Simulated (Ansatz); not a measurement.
The system is SrMg6Mn.

```
Sr Mn Mg
1.0
     5.09484    0.00000    0.00000
     0.00000    3.26986    5.65363
     0.00000   -3.26986    5.65363
Sr Mn Mg
1 1 6
Cartesian
  0.0000 0.0000 3.7729
  0.0000 0.0000 9.5753
  2.5474 0.0000 1.7400
  2.5474 0.0000 7.6796
  2.5474 1.8307 4.6692
  2.5474 -1.8307 4.6692
  0.0000 1.6655 6.5614
  0.0000 -1.6655 6.5614
```

The cell comes from a database or a generator and needn't be the stable form of this composition.

* Program: Ansatz 0.2.0
* Task: single point
* Functional: PBE
* Potentials or basis: Ansatz PAW
* Cutoff: 420 eV (not typed: the program's choice for these potentials)
* k mesh: 5 × 5 × 5
* Occupations: fermi-dirac, width 0.05 eV
* Spin: collinear spin, ferromagnetic start
* Starting moments: [0.0, 4.0, 0.0, 0.0, 0.0, 0.0, 0.0, 0.0] μB

On this cell: pressure 2.3 GPa; largest force 0.330 eV/Å; net moment 3.83 μB per cell; site moments Sr -0.02; Mn +3.90; Mg +0.02, -0.03 μB; band gap on the k mesh none (metal or under the smearing width).

The same run follows on a disturbed copy (atoms moved at random, drawn with an rms of 0.05 Å):

```
CELL_PARAMETERS angstrom
5.09484 0.00000 0.00000
0.00000 3.26986 5.65363
0.00000 -3.26986 5.65363
ATOMIC_POSITIONS crystal
Sr 0.00678 0.33073 0.33535
Mn 0.99849 0.84931 0.84584
Mg 0.50789 0.13836 0.15624
Mg 0.50312 0.68152 0.67691
Mg 0.50179 0.69129 0.13378
Mg 0.49952 0.14270 0.68591
Mg 0.99689 0.83493 0.32831
Mg 0.99939 0.32916 0.83276
```

**Question.** What does the disturbed cell give?

**Answer.** The energy (extrapolated to zero smearing) moves by +0.7 meV/atom; pressure 2.3 GPa; largest force 0.283 eV/Å; net moment 3.84 μB per cell; site moments Sr -0.02; Mn +3.91; Mg +0.02, -0.03, -0.02 μB; band gap on the k mesh none (metal or under the smearing width).

Forces on the atoms (eV/Å):
```
Sr  -0.116  0.149 -0.104
Mn   0.034 -0.029  0.012
Mg  -0.117  0.164  0.199
Mg  -0.055 -0.055 -0.231
Mg   0.010 -0.236  0.052
Mg   0.068  0.102  0.119
Mg   0.120 -0.068 -0.084
Mg   0.055 -0.026  0.037
```

Stress tensor (GPa, compression positive):
```
 2.22 -0.06  0.06
-0.06  2.12 -0.03
 0.06 -0.03  2.45
```
